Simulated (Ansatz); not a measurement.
The system is NbRu3C.

```
Ru Nb C
1.0
     4.06514    0.00000    0.00000
     0.00000    4.06514    0.00000
     0.00000    0.00000    4.06514
Ru Nb C
3 1 1
Direct
  0.50000 0.50000 0.00000
  0.50000 0.00000 0.50000
  0.00000 0.50000 0.50000
  0.00000 0.00000 0.00000
  0.50000 0.50000 0.50000
```

The cell comes from a database or a generator and needn't be the stable form of this composition.

Base run:

- Program: Ansatz 0.2.0
- Functional: PBEsol
- Potentials or basis: Ansatz PAW
- Cutoff: 420 eV (not typed: the program's choice for these potentials)
- k mesh: 7 × 7 × 7
- Occupations: fermi-dirac, width 0.05 eV
- Spin: no spin polarisation

Its results: band gap on the k mesh none (metal or under the smearing width); pressure -11.8 GPa.

Question: The run is repeated on the same cell with these changes: functional from PBEsol to LDA. What comes out?

Answer: Band gap on the k mesh none (metal or under the smearing width); pressure -16.9 GPa.

LDA binds more tightly than PBEsol, so the same cell stands under less pressure.

Caveats: the PAW data sets come from PBE, with cores solved anew for the run's functional, which leaves a small shift of forces and pressure; the density of states is complete only up to the lowest level of the last band computed.
